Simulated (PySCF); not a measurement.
# [Er(NH3)]3+: other functionals and bases at one geometry

One table from this session's results is given with a row withheld; the runs are named, their logs left out.

Computed with PySCF 2.14.0. Level: several levels, as the steps say, no spin–orbit coupling.

4 further runs of the same task are left out: 2 for a known fault of the program, 1 that didn't finish, 1 set aside as unsound or not needed.

## Starting geometry

5 atoms, charge 3, spin multiplicity 1.

Bond lengths: Er1–N2 2.292 Å, N2–H3 1.050 Å, N2–H4 1.050 Å, N2–H5 1.050 Å. Angles: Er1–N2–H3 116.3°, Er1–N2–H4 116.3°, Er1–N2–H5 116.3°, H3–N2–H4 101.9°, H3–N2–H5 101.9°, H4–N2–H5 101.9°.

Coordinates:

```xyz
5
ErH3N
Er    0.00000    0.00000   -0.12500
N     0.00000    0.00000    2.16656
H     0.94178    0.00004    2.63147
H    -0.47092    0.81559    2.63147
H    -0.47086   -0.81562    2.63147
```

Formal oxidation states: Er +3. Each metal's 11 4f electrons lie in its core potential, so multiplicities, spins and levels count the valence alone. An earlier session relaxed this geometry at r2SCAN, Er lcecp-1-SVP with ECP57, N def2-SVP, H def2-SVP (singlet, point group C3v).

At r2SCAN on the finer grid: E = -93.407681 Eh, HOMO -26.95 eV, LUMO -20.74 eV, Mulliken charge on Er1 +2.46 e, largest force component 0.007 eV/Å. 

Levels to run: TPSSh; HF; wB97X; PBE; r2SCAN, TZVP. Hardware: 2 threads of AMD EPYC 7B13 (Zen 3), shared host.

The first run:

run.py (the lines that set the calculation) reads:

```python
mol = gto.M(atom='''
Er     0.00000     0.00000    -0.12500
N      0.00000     0.00000     2.16656
H      0.94178     0.00004     2.63147
H     -0.47092     0.81559     2.63147
H     -0.47086    -0.81562     2.63147''',
    basis={'Er': 'lcecp-1-SVP', 'N': 'def2-SVP', 'H': 'def2-SVP'},
    ecp={'Er': 'lcecp-1-SVP'},
    charge=3, spin=0)
mf = dft.RKS(mol, xc='TPSSH')
mf.grids.atom_grid = (75, 302)  # f atoms: unpruned, at least (60, 302)
mf = mf.density_fit()  # fitting sets: Er AutoAux, N def2-universal-JKFIT, H def2-universal-JKFIT
mf.conv_tol = 1e-08; mf.max_cycle = 55
mf.kernel(dm0)  # dm0: the density of the relaxed state
```

Command:

```bash
$ OMP_NUM_THREADS=2 python run.py
```

Steps of the session up to this table: TPSSh; HF; wB97X; PBE; r2SCAN, TZVP.

One of the session's tables, all rows but one given; the rest of the session is left out.

```
                level  HOMO (eV)  gap (eV)  charge on Er1 (e)  dipole (D)  largest force component (eV/Å)
r2SCAN (relaxed here)     -26.95      6.20               2.46        4.06                            0.01
                TPSSh     -27.33      6.47               2.45        4.07                            0.10
                   HF          ?         ?                  ?           ?                               ?
                wB97X     -30.47     12.73               2.49        3.67                            0.19
                  PBE     -26.77      5.20               2.40        4.38                            0.33
         r2SCAN, TZVP     -26.86      6.03               2.56        4.13                            0.33
```

**Question.** Estimate the row for HF.

**Answer.** HOMO (eV): -31.50; gap (eV): 14.47; charge on Er1 (e): 2.59; dipole (D): 3.20; largest force component (eV/Å): 1.32. In the column «HOMO (eV)» it is the lowest.

The dipole of a charged species depends on the origin, so these sizes hold for this origin alone.

In one basis the HOMO–LUMO gap runs from 5.20 eV (PBE) to 14.47 eV (HF). The largest leftover force, 1.32 eV/Å with HF, stands at a geometry relaxed at another level. With 4f in the core, its levels are missing from HOMO and gap, and its count is fixed, so no charge can pass from the ligands into it. Total energies of different levels can't be compared.
